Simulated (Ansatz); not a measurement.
**HfCl₃F: how energies converge with the basis set**

An exercise on one series of results from a longer session: the logs are not shown, and one member is left open.

Method: one geometry, several basis sets; program: Ansatz 0.2.0, Gaussian basis.

Levels to be run: PBE0-D4/def2-SVP; ωB97M-V/def2-SVP; PBE0-D4/def2-QZVPP; ωB97M-V/def2-QZVPP; the functionals' def2-TZVPP values are taken from earlier runs.

## The relaxed structure

All runs share one geometry, relaxed beforehand with PBE0-D4 in a triple-zeta def2 set. Hf takes the def2 core potential; no spin-orbit term is included.

SMILES `[F][Hf]([Cl])([Cl])[Cl]`, 5 atoms, charge 0, spin multiplicity 1.

Atoms are counted from 1 here; the program's logs count them from 0.

Bond lengths: F1–Hf2 1.881 Å, Hf2–Cl3 2.324 Å, Hf2–Cl4 2.324 Å, Hf2–Cl5 2.324 Å. Angles: F1–Hf2–Cl3 108.9°, F1–Hf2–Cl4 108.9°, F1–Hf2–Cl5 108.9°, Cl3–Hf2–Cl4 110.1°, Cl3–Hf2–Cl5 110.1°, Cl4–Hf2–Cl5 110.1°.

Set-up of the first run:

Contents of in.yaml:

```yaml
crystal:
  periodic: [false, false, false]
  atoms:
    - {symbol: F, position_ang: [-0.427172, -0.298812, 1.876661]}
    - {symbol: Hf, position_ang: [-0.006753, -0.025550, 0.063665]}
    - {symbol: Cl, position_ang: [1.826649, -1.342608, -0.489354]}
    - {symbol: Cl, position_ang: [-1.840392, -0.626715, -1.231803]}
    - {symbol: Cl, position_ang: [0.497568, 2.219985, -0.260569]}
basis:
  gaussian: {orbitals: def2-SVP}
hamiltonian: {xc: pbe0, dispersion: d4}
output: {orbitals: {seedname: orbitals}}
```

Among the steps run: PBE0-D4 in def2-SVP; ωB97M-V in def2-SVP; PBE0-D4 in def2-QZVPP; ωB97M-V in def2-QZVPP.

One of the session's tables, all rows but one given; the rest of the session is left out.

It belongs to the step «Density functionals: the series». 

```
functional       basis  HOMO (eV)  LUMO (eV)
   PBE0-D4    def2-SVP      -9.72      -1.91
   PBE0-D4  def2-TZVPP      -9.70      -1.88
   PBE0-D4  def2-QZVPP      -9.72      -1.91
   ωB97M-V    def2-SVP          ?          ?
   ωB97M-V  def2-TZVPP     -11.90       0.26
   ωB97M-V  def2-QZVPP     -11.93       0.20
```

**Question.** Estimate the row for ωB97M-V, def2-SVP.

As computed: HOMO (eV): -11.87; LUMO (eV): 0.29. In the column «HOMO (eV)» it lies between ωB97M-V, def2-TZVPP (-11.90) and PBE0-D4, def2-SVP (-9.72).
